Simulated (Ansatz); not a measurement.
# Ru (P6_3/mmc): all-electron equation of state

Where is the equilibrium volume of Ru (P6_3/mmc) with all electrons, and how stiff is it? The task is an all-electron equation of state, for Ru (P6_3/mmc).

All numbers are computed with the Python package of Ansatz 0.2.0. Level of theory: DFT PBEsol, all-electron LAPW.

## (1) Starting point

Symmetry: P6_3/mmc, No. 194, hexagonal system. Conventional cell: a = 2.706 Å, b = 2.706 Å, c = 4.282 Å, α = 90.00°, β = 90.00°, γ = 120.00°. Ru (site symmetry -6m2) has 12 Ru at 2.65 to 2.71 Å in its first shell of neighbours.

No structure file is read: the coordinates are typed or built in the script.

## (2) The code

The input, ru.py:

```python
"""All-electron equation of state of Ru."""

import ansatz as az
from ase.eos import EquationOfState
from ase.units import GPa
import numpy as np

FUNCTIONAL = "PBEsol"
WIDTH_EV = 0.15
MAX_ITERATIONS = 60
MESH = (14, 14, 8)

vectors0 = np.array([
    [2.7058, 0.0, 0.0],
    [-1.3529, 2.34329, 0.0],
    [0.0, 0.0, 4.2819],
])
sites = [
    ("Ru", (1 / 3, 2 / 3, 0.25)),
    ("Ru", (2 / 3, 1 / 3, 0.75)),
]


def crystal_on(cell):
    crystal = az.Crystal(lattice=az.Lattice.of(cell))
    for symbol, position in sites:
        crystal = crystal.atom(symbol, position)
    return crystal


def main() -> None:
    volumes, energies = [], []
    for scale in np.linspace(0.94, 1.06, 5):
        cell = vectors0 * scale ** (1 / 3)
        calculation = (
            crystal_on(cell).calculation()
            .functional(FUNCTIONAL)
            .occupations(az.OccupationsMethod.GAUSSIAN, width=WIDTH_EV)
            .scf(max_iterations=MAX_ITERATIONS)
            .kpoints(*MESH)
            .pseudopotentials("all_electron", lapw=True)
        )
        rep = calculation.run().report
        volumes.append(abs(np.linalg.det(cell)) / len(sites))
        energies.append(rep["free_energy_ev"] / len(sites))
        print(f"{scale:.3f} {volumes[-1]:9.4f} A^3/atom {energies[-1]:16.5f} eV/atom  (estimated basis error {1000 * rep['lapw_basis_errors']['total_ev_per_atom']:.2f} meV/atom)")
    v0, e0, bulk = EquationOfState(volumes, energies, eos="birchmurnaghan").fit()
    print(f"V0 = {v0:.4f} A^3/atom, B0 = {bulk / GPa:.1f} GPa")


if __name__ == "__main__":
    main()
```

## (3) The run

Started as:

```
python ru.py
```

The log of the run:

```text
DeckWarning: crystal.lattice, of which some number shows no typed digit to judge by, misses the space group found at crystal.symmetry.tolerance 1.0e-5 by more than rounding, which is why this is a warning: the operation that it misses by the most changes a squared length by the fraction 1.14e-6, and from 1e-6 on that is taken for a strain and not for rounding. The run uses the lattice that is a stretch of the typed one, with no rotation, onto the one that keeps every operation to a double's rounding (on a very oblique basis the stretch itself rounds by more); the deck's lattice vector that moved farthest moved by 8.70e-7 Å. To run the lattice as typed, set crystal.symmetry.tolerance under [...]
0.940   12.7602 A^3/atom    -123232.99384 eV/atom  (estimated basis error 0.06 meV/atom)
0.970   13.1674 A^3/atom    -123233.01987 eV/atom  (estimated basis error 0.06 meV/atom)
1.000   13.5746 A^3/atom    -123233.01694 eV/atom  (estimated basis error 0.06 meV/atom)
1.030   13.9819 A^3/atom    -123232.98975 eV/atom  (estimated basis error 0.06 meV/atom)
1.060   14.3891 A^3/atom    -123232.94229 eV/atom  (estimated basis error 0.06 meV/atom)
V0 = 13.3226 A^3/atom, B0 = 347.4 GPa
```

(Warnings from the package without file and line, shortened, repeats left out.)

It took 2.4 min on 1 thread of AMD EPYC 7R43 (Zen 3), shared host; peak memory 0.68 GiB.

## (4) What each run gave

The 5 runs, in the order started:

| run | volume (Å³/atom) | energy from run 2 (meV/atom) | SCF cycles | CPU time (s) |
| --- | --- | --- | --- | --- |
| 1 | 12.760 | 26.03 | 8 | 30 |
| 2 | 13.167 | 0.00 | 8 | 29 |
| 3 | 13.575 | 2.94 | 8 | 28 |
| 4 | 13.982 | 30.13 | 8 | 28 |
| 5 | 14.389 | 77.58 | 8 | 28 |

Energies are free energies F = E - TS of the smeared occupations. 

## (5) Summary of results

| quantity | value |
| --- | --- |
| runs compared | 5 |
| range of energy | 77.58 meV/atom |
| lowest point, volume (Å³/atom) | 13.167 |
| equilibrium volume (fit) | 13.32 Å³/atom |
| bulk modulus (fit) | 347 GPa |

**Reading.** A third-order Birch-Murnaghan fit through the 5 points has its minimum at 13.32 Å³ an atom, 1.9 % below the typed cell, with a bulk modulus of 347 GPa and dB/dP = 4.8. From that minimum the energy rises by 28.1 meV an atom on the compressed side and 79.6 meV on the expanded side. Shape and fractional positions are held along the curve, so the bulk modulus is an upper value where they are free to relax.
